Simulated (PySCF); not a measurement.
# SbTe−: bond curves at several levels of theory

An exercise on one series of results from a longer session: the logs are not shown, and one member is left open.

Computed with PySCF 2.14.0. Level: Sb def2-TZVPPD with ECP28, Te def2-TZVPPD with ECP28, scalar-relativistic core potentials.

The first run:

Settings of the job:

```yaml
atoms: Sb, Te
charge: -1
basis: Sb def2-TZVPPD with ECP28, Te def2-TZVPPD with ECP28
Hamiltonian: scalar-relativistic core potentials
basis_functions: 115
electrons_treated: 48
masses_in_u: 120.9038, 129.9062
levels: PBE0, PBE, r²SCAN, TPSS, MN15, r²SCANh, PBEsol, revPBE, ωB97X-V, HF, MP2, SCS-MP2
grid: 80 radial by 434 angular points
occupations: held fixed by the projection of orbital angular momentum
dissociation_limit: Sb + Te−, each in its ground configuration
starting_distance_in_angstrom: 2.785
values_of_2S_to_try: 0, 2, 4
```

Run with:

```bash
OMP_NUM_THREADS=2 python dia.py task.json out
```

Among the steps run: Set-up; First curve: PBE0; Other states along the same grid; PBE (GGA); r²SCAN (meta-GGA); TPSS (meta-GGA); MN15 (hybrid meta-GGA); r²SCANh; PBEsol (GGA); revPBE (GGA); ωB97X-V (range-separated hybrid); UHF.

One table of the session follows, with a row left open; its other results are not shown here.

It belongs to the step «The curves together». Energy (eV) from each level's lowest point:

| R (Å) | UHF | UHF-MP2 | UHF-SCS-MP2 | PBE | PBEsol |
| --- | --- | --- | --- | --- | --- |
| 2.276 | 1.392 | 1.142 | 1.218 | 1.378 | 1.245 |
| 2.381 | 0.630 | 0.464 | 0.516 | 0.635 | 0.547 |
| 2.487 | ? | ? | ? | ? | ? |
| 2.567 | 0.056 | 0.010 | 0.025 | 0.062 | 0.039 |
| 2.646 | 0.000 | 0.000 | 0.000 | 0.000 | 0.000 |
| 2.725 | 0.016 | 0.062 | 0.047 | 0.010 | 0.031 |
| 2.831 | 0.114 | 0.225 | 0.193 | 0.102 | 0.149 |
| 2.963 | 0.297 | 0.541 | 0.493 | 0.300 | 0.375 |
| 3.122 | 0.503 | 1.005 | 0.946 | 0.602 | 0.706 |
| 3.334 | 0.691 | 1.477 | 1.401 | 1.038 | 1.173 |

**Question.** Estimate the row for R (Å) = 2.487.

Worked estimate for «UHF». A straight line through the neighbours (2.381, 0.630) and (2.567, 0.056) gives 0.630 + (0.056 − 0.630) × (2.487 − 2.381) / (2.567 − 2.381) = 0.303; a parabola fitted to 4 rows on both sides gives 0.193.

**Answer.** UHF: 0.211; UHF-MP2: 0.116; UHF-SCS-MP2: 0.147; PBE: 0.220; PBEsol: 0.171. In «UHF» the line misses by +0.092 and the parabola by -0.018.
